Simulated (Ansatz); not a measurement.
# C2H2ClF2NSi: one species, many methods

How much do the methods differ for C2H2ClF2NSi? The plan is to run it at one geometry with functionals of several rungs and with coupled cluster. The yardstick is the atomisation energy at the CCSD(T) limit.

Computed with Ansatz 0.2.0, Gaussian basis. Level: functionals in def2-TZVPP, the program's frozen cores in correlated methods.

Levels to be run: LDA (SPW92), PBE-D4, revPBE-D4, BLYP-D4, r2SCAN-D4, B97M-V, PBE0-D4, B3LYP-D4, r2SCANh-D4, r2SCAN0-D4, HSE06-D4, BHLYP-D4, CAM-B3LYP-D4, LC-ωPBE, ωB97X-V, ωB97M-V, B2PLYP, PBE-QIDH; CCSD(T)/def2-SVP; CCSD(T)/def2-TZVPP; MP2/def2-QZVPP; extrapolation to the limit; RPA on PBE.

## Step 1: The relaxed structure

The geometry comes from an earlier relaxation with PBE0-D4 in a triple-zeta def2 set; it is a stationary point, not always the lowest conformer.

SMILES `FC(F)[SiH]1N=C1Cl`, 9 atoms, charge 0, spin multiplicity 1.

Atoms are counted from 1 here; the program's logs count them from 0.

Bond lengths: F1–C2 1.356 Å, C2–F3 1.366 Å, C2–Si4 1.915 Å, C2–H8 1.097 Å, Si4–N5 1.792 Å, Si4–C6 1.769 Å, Si4–H9 1.475 Å, N5–C6 1.268 Å, C6–Cl7 1.702 Å. Angles: F1–C2–F3 108.2°, F1–C2–Si4 110.4°, F1–C2–H8 107.6°, F3–C2–Si4 109.1°, F3–C2–H8 107.3°, Si4–C2–H8 114.0°, C2–Si4–N5 116.8°, C2–Si4–C6 121.1°, C2–Si4–H9 112.7°, N5–Si4–C6 41.7°, N5–Si4–H9 119.9°, C6–Si4–H9 124.9°, Si4–N5–C6 68.2°, Si4–C6–N5 70.1°, Si4–C6–Cl7 159.6°, N5–C6–Cl7 130.3°.

## Step 2: LDA

This LDA is Slater exchange with PW92 correlation.

Contents of in.yaml:

```yaml
crystal:
  periodic: [false, false, false]
  atoms:
    - {symbol: F, position_ang: [1.264912, -1.539632, -0.184847]}
    - {symbol: C, position_ang: [0.029790, -1.394077, 0.356484]}
    - {symbol: F, position_ang: [0.103602, -1.718395, 1.681211]}
    - {symbol: Si, position_ang: [-0.562585, 0.419050, 0.188191]}
    - {symbol: N, position_ang: [-0.448035, 1.158275, -1.440437]}
    - {symbol: C, position_ang: [0.423005, 1.627524, -0.647003]}
    - {symbol: Cl, position_ang: [1.626356, 2.803758, -0.903025]}
    - {symbol: H, position_ang: [-0.631649, -2.126458, -0.123022]}
    - {symbol: H, position_ang: [-1.716796, 0.723652, 1.055347]}
basis:
  gaussian: {orbitals: def2-TZVPP}
hamiltonian: {xc: lda}
output: {orbitals: {seedname: orbitals}}
```

Further steps of the session: PBE-D4 (GGA); revPBE-D4 (GGA); BLYP-D4 (GGA); r2SCAN-D4 (meta-GGA); B97M-V (meta-GGA); PBE0-D4 (hybrid); B3LYP-D4 (hybrid); r2SCANh-D4 (hybrid); r2SCAN0-D4 (hybrid); HSE06-D4 (hybrid); BHLYP-D4 (hybrid); CAM-B3LYP-D4 (range-separated); LC-ωPBE (range-separated); ωB97X-V (range-separated); ωB97M-V (range-separated); B2PLYP (double hybrid); PBE-QIDH (double hybrid); CCSD(T) in def2-SVP; CCSD(T) in def2-TZVPP; MP2 in def2-QZVPP; RPA on PBE orbitals.

Before running them: what should the planned runs give, taken together? Wanted: atomisation energy, CCSD(T)/CBS; farthest beyond LDA; mean size of error, GGA; mean size of error, meta-GGA; mean size of error, hybrid; mean size of error, range-separated; mean size of error, double hybrid; gap, smallest and largest; T1 diagnostic.

As calculated:

| quantity | value |
| --- | --- |
| atomisation energy, CCSD(T)/CBS | 34.535 eV |
| functionals within 0.173 eV (0.5 %) | B3LYP-D4, r2SCANh-D4, PBE-QIDH |
| farthest beyond LDA | PBE-D4 (+2.015 eV) |
| mean size of error, GGA | 1.089 eV |
| mean size of error, meta-GGA | 0.362 eV |
| mean size of error, hybrid | 0.654 eV |
| mean size of error, range-separated | 0.294 eV |
| mean size of error, double hybrid | 0.244 eV |
| gap, smallest and largest | 3.92 eV (LDA (SPW92)), 10.93 eV (LC-ωPBE) |
| T1 diagnostic | 0.0143 |
| triples share of the correlation energy | 4.1 % |

What this shows: The LDA atomisation energy is off by 7.441 eV (22 %): it overbinds. PBE-D4 is off by +2.015 eV. Double hybrids carry the basis error of their MP2 part in triple zeta, and no dispersion term here, so their miss is partly the set-up's. Taken by rung, double hybrid functionals do best (0.244 eV on average) and GGA ones worst beyond LDA (1.089 eV). The gap between the best rungs is small, so their order is not settled. Misses under about 0.173 eV are within the doubt on the reference itself, which lacks core-valence correlation, relativity and higher excitations. Hartree-Fock recovers 64 % of the binding; the rest is correlation. CCSD(T) in def2-SVP is off by -2.621 eV, more than most functionals: a good method in a small basis is no reference. The gap grows from 3.9 to 10.9 eV across the functionals, mostly with the share of exact exchange.
